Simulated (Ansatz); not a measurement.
Relaxation of a periodic cell of 63 atoms, AlSi₆₂ (host Si, host structure diamond, dopant Al, one Si atom removed), to a largest force component of 0.03 eV/Å in at most 60 steps.

Method: Ansatz 0.2.0, DFT PBE, scalar-relativistic, plane waves, PAW. Settings: PAW set soft_1, cutoff 420 eV, k mesh 1x1x1, gaussian smearing 0.05 eV, spin collinear.

```xyz
63
Lattice="10.8600 0.0000 0.0000 0.0000 10.8600 0.0000 0.0000 0.0000 10.8600" Properties=species:S:1:pos:R:3
Si 5.430 0.000 0.000
Si 6.787 1.357 1.357
Si 8.145 2.715 0.000
Si 9.502 4.072 1.357
Si 8.145 0.000 2.715
Si 9.502 1.357 4.072
Al 1.357 1.357 1.357
Si 2.715 2.715 0.000
Si 4.072 4.072 1.357
Si 5.430 5.430 0.000
Si 6.787 6.787 1.357
Si 8.145 8.145 0.000
Si 9.502 9.502 1.357
Si 2.715 0.000 2.715
Si 4.072 1.357 4.072
Si 5.430 2.715 2.715
Si 6.787 4.072 4.072
Si 8.145 5.430 2.715
Si 9.502 6.787 4.072
Si 5.430 0.000 5.430
Si 6.787 1.357 6.787
Si 8.145 2.715 5.430
Si 9.502 4.072 6.787
Si 8.145 0.000 8.145
Si 9.502 1.357 9.502
Si 0.000 5.430 0.000
Si 1.357 6.787 1.357
Si 2.715 8.145 0.000
Si 4.072 9.502 1.357
Si 0.000 2.715 2.715
Si 1.357 4.072 4.072
Si 2.715 5.430 2.715
Si 4.072 6.787 4.072
Si 5.430 8.145 2.715
Si 6.787 9.502 4.072
Si 0.000 0.000 5.430
Si 1.357 1.357 6.787
Si 2.715 2.715 5.430
Si 4.072 4.072 6.787
Si 5.430 5.430 5.430
Si 6.787 6.787 6.787
Si 8.145 8.145 5.430
Si 9.502 9.502 6.787
Si 2.715 0.000 8.145
Si 4.072 1.357 9.502
Si 5.430 2.715 8.145
Si 6.787 4.072 9.502
Si 8.145 5.430 8.145
Si 9.502 6.787 9.502
Si 0.000 8.145 2.715
Si 1.357 9.502 4.072
Si 0.000 5.430 5.430
Si 1.357 6.787 6.787
Si 2.715 8.145 5.430
Si 4.072 9.502 6.787
Si 0.000 2.715 8.145
Si 1.357 4.072 9.502
Si 2.715 5.430 8.145
Si 4.072 6.787 9.502
Si 5.430 8.145 8.145
Si 6.787 9.502 9.502
Si 0.000 8.145 8.145
Si 1.357 9.502 9.502
```

Question: Where does it end, and by what steps?

Answer: It converged. Limits of this set-up: coarse k mesh, a typed lattice constant that wasn't relaxed here. After 7 steps the energy has fallen by 0.472 eV; Al7 moved furthest, 1.14 Å. Joined: Al7–Si13 (3.84 → 2.78 Å), Al7–Si25 (3.84 → 2.78 Å), Al7–Si63 (3.84 → 2.78 Å).

| step | energy less start (eV) | largest force component (eV/Å) | accepted |
| --- | --- | --- | --- |
| 0 | 0.0000 | 0.803 | yes |
| 1 | -0.2065 | 0.241 | yes |
| 2 | -0.2710 | 0.150 | yes |
| 3 | -0.3279 | 0.115 | yes |
| 4 | -0.3826 | 0.123 | yes |
| 5 | -0.4305 | 0.111 | yes |
| 6 | -0.4631 | 0.057 | yes |
| 7 | -0.4722 | 0.007 | yes |

```xyz
63
Lattice="10.8600 0.0000 0.0000 0.0000 10.8600 0.0000 0.0000 0.0000 10.8600" Properties=species:S:1:pos:R:3
Si 5.441 0.011 0.011
Si 6.798 1.367 1.367
Si 8.154 2.739 0.010
Si 9.499 4.085 1.369
Si 8.154 0.010 2.739
Si 9.499 1.369 4.085
Al 0.699 0.699 0.699
Si 2.584 2.584 -0.015
Si 3.994 3.994 1.322
Si 5.425 5.425 0.017
Si 6.814 6.814 1.362
Si 8.246 8.246 0.056
Si 9.656 9.656 1.391
Si 2.584 -0.015 2.584
Si 3.994 1.322 3.994
Si 5.399 2.704 2.704
Si 6.763 4.066 4.066
Si 8.142 5.443 2.743
Si 9.496 6.796 4.097
Si 5.425 0.017 5.425
Si 6.814 1.362 6.814
Si 8.142 2.743 5.443
Si 9.496 4.097 6.796
Si 8.246 0.056 8.246
Si 9.656 1.391 9.656
Si 0.011 5.441 0.011
Si 1.367 6.798 1.367
Si 2.739 8.154 0.010
Si 4.085 9.499 1.369
Si -0.015 2.584 2.584
Si 1.322 3.994 3.994
Si 2.704 5.399 2.704
Si 4.066 6.763 4.066
Si 5.443 8.142 2.743
Si 6.796 9.496 4.097
Si 0.011 0.011 5.441
Si 1.367 1.367 6.798
Si 2.704 2.704 5.399
Si 4.066 4.066 6.763
Si 5.438 5.438 5.438
Si 6.799 6.799 6.799
Si 8.173 8.173 5.477
Si 9.535 9.535 6.840
Si 2.739 0.010 8.154
Si 4.085 1.369 9.499
Si 5.443 2.743 8.142
Si 6.796 4.097 9.496
Si 8.173 5.477 8.173
Si 9.535 6.840 9.535
Si 0.010 8.154 2.739
Si 1.369 9.499 4.085
Si 0.017 5.425 5.425
Si 1.362 6.814 6.814
Si 2.743 8.142 5.443
Si 4.097 9.496 6.796
Si 0.010 2.739 8.154
Si 1.369 4.085 9.499
Si 2.743 5.443 8.142
Si 4.097 6.796 9.496
Si 5.477 8.173 8.173
Si 6.840 9.535 9.535
Si 0.056 8.246 8.246
Si 1.391 9.656 9.656
```

Whether the end is a true minimum wasn't checked by a vibrational analysis.

The run took 74 s on 4 threads of Arm Neoverse V1, with other jobs on the host, peak memory 1.6 GiB.
